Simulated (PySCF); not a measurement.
# ClO3Re (Re(O)3(Cl)-): the cost of one run

Method: PBE, Re def2-SVP with ECP60, O def2-SVP, Cl def2-SVP; scalar-relativistic core potentials, no spin–orbit coupling; program: PySCF 2.14.0.

2 further runs of the same task are left out: 2 for a known fault of the program.

### 1 Where the work starts

5 atoms, charge -1, spin multiplicity 2.

Bond lengths: Re1–O2 1.480 Å, Re1–O3 1.480 Å, Re1–O4 1.480 Å, Re1–Cl5 2.195 Å. Angles: O2–Re1–O3 109.5°, O2–Re1–O4 109.5°, O2–Re1–Cl5 109.5°, O3–Re1–O4 109.5°, O3–Re1–Cl5 109.5°, O4–Re1–Cl5 109.5°.

Geometry (Å):

```xyz
5

Re    0.0000    0.0000    0.0000
O     0.8545    0.8545    0.8545
O    -0.8545   -0.8545    0.8545
O     0.8545   -0.8545   -0.8545
Cl   -1.2672    1.2672   -1.2672
```

Formal oxidation states: Re +6.

### 2 SCF at the start, doublet

Contents of run.py (the lines that set the calculation):

```python
mol = gto.M(atom='''
Re     0.00000     0.00000     0.00000
O      0.85450     0.85450     0.85450
O     -0.85450    -0.85450     0.85450
O      0.85450    -0.85450    -0.85450
Cl    -1.26720     1.26720    -1.26720''',
    basis={'Re': 'def2-SVP', 'O': 'def2-SVP', 'Cl': 'def2-SVP'},
    ecp={'Re': 'def2-SVP'},
    charge=-1, spin=1)
mf = dft.UKS(mol, xc='PBE')
mf.grids.atom_grid = (50, 194)
mf = mf.density_fit()  # fitting sets: Re def2-universal-JKFIT, O def2-universal-JKFIT, Cl def2-universal-JKFIT
mf.conv_tol = 1e-08; mf.max_cycle = 55
mf.kernel(dm0)  # dm0: free metal ions and neutral atoms
```

Started as:

```
$ OMP_NUM_THREADS=2 python run.py
```

**Question.** How long does this run take on 2 threads of Arm Neoverse V1, shared host, and how much memory does it need?

About 19 s, with a peak of 0.58 GiB.
